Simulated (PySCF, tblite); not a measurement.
**C₄H₁₁SSi radical: geometry, infrared bands and EPR parameters**

Wanted: the infrared bands and EPR parameters of C₄H₁₁SSi radical (`C[SiH2]CC[CH]S`), by calculation.

Computed with tblite 0.8.0 and PySCF 2.14.0, with density-fitted response routines of our own, on a single molecule in the gas phase. Atoms are numbered from 0 throughout.

### 1 The starting structure

17 atoms, charge 0, multiplicity 2; geometry from: force field or distance geometry start.

Bonds of the start (Å): C0–Si1 1.88, Si1–C2 1.84, C2–C3 1.50, C3–C4 1.51, C4–S5 1.81, C0–H6 1.09, C0–H7 1.12, C0–H8 1.12, Si1–H9 1.48, Si1–H10 1.47, C2–H11 1.11, C2–H12 1.11, C3–H13 1.10, C3–H14 1.12, C4–H15 1.10, S5–H16 1.40.

### 2 Relaxing the molecule with GFN2-xTB

What the job is given:

```
{"job": {"kind": "relax", "xc": "GFN2-xTB", "basis": "xTB"}, "charge": 0, "multiplicity": 2}
C      2.678600    -0.681600    -0.336800
Si     1.434900     0.709600    -0.090700
C     -0.228400    -0.076700    -0.016800
C     -1.282800     0.716700     0.700400
C     -2.636900     0.052900     0.750700
S     -2.720400    -1.539700    -0.106100
H      3.695700    -0.331500    -0.527300
H      2.301000    -1.292600    -1.192400
H      2.599900    -1.311800     0.585900
H      1.779700     1.459900     1.139900
H      1.448700     1.636400    -1.228000
H     -0.127600    -1.058400     0.487300
H     -0.570700    -0.224300    -1.057500
H     -1.408700     1.670800     0.165900
H     -1.002200     0.989300     1.745700
H     -3.465100     0.722100     0.459400
H     -2.502700    -1.429000    -1.489700
```

Run with:

```bash
OMP_NUM_THREADS=1 python probes_run.py task.json out
```

One launch serves the whole session: the jobs run in the order shown.

**Question.** This job is followed by: GFN2-xTB harmonic vibrations, gas phase; UKS B3LYP, pcH-1 on C H S Si, non-relativistic, mean-field spin-orbit, GIAO. What will the session give for the following? strongest single infrared mode (GFN2-xTB); zero-point energy (GFN2-xTB); g(iso) (B3LYP); ⟨S²⟩; largest a(iso) (averaged by class); potential on the surface of density 0.002 e/bohr³, 1st and 99th percentile.

**Answer**, as computed:

| quantity | value |
| --- | --- |
| strongest single infrared mode (GFN2-xTB) | 2204 cm⁻¹, 410 km/mol |
| zero-point energy (GFN2-xTB) | 82.4 kcal/mol |
| g(iso) (B3LYP) | 2.00424 |
| ⟨S²⟩ | 0.754 (exact 0.75) |
| largest a(iso) (averaged by class) | 13C on C4, 142.1 MHz |
| potential on the surface of density 0.002 e/bohr³, 1st and 99th percentile | -0.79 V and 1.21 V |

Relaxing lowered the energy by 1.146 eV in 172 steps; the close pair that moved most is C4–S5, from 1.810 to 1.723 Å. All 45 modes are real, so the xTB geometry is a minimum. The strongest single mode, at 2204 cm⁻¹, moves mainly H9. GFN2-xTB is a fitted tight-binding method: band positions and strengths are rough. Its intensities can rank the bands wrongly. Most of the unpaired spin sits on C4 (0.86 e). The isotropic g lies 1.9 ppt above the free-electron value. These values are for one conformer; the search (at its own cheap level) found 2 more, at 0.86, 1.69 kcal/mol, and measured spectra average over such forms.
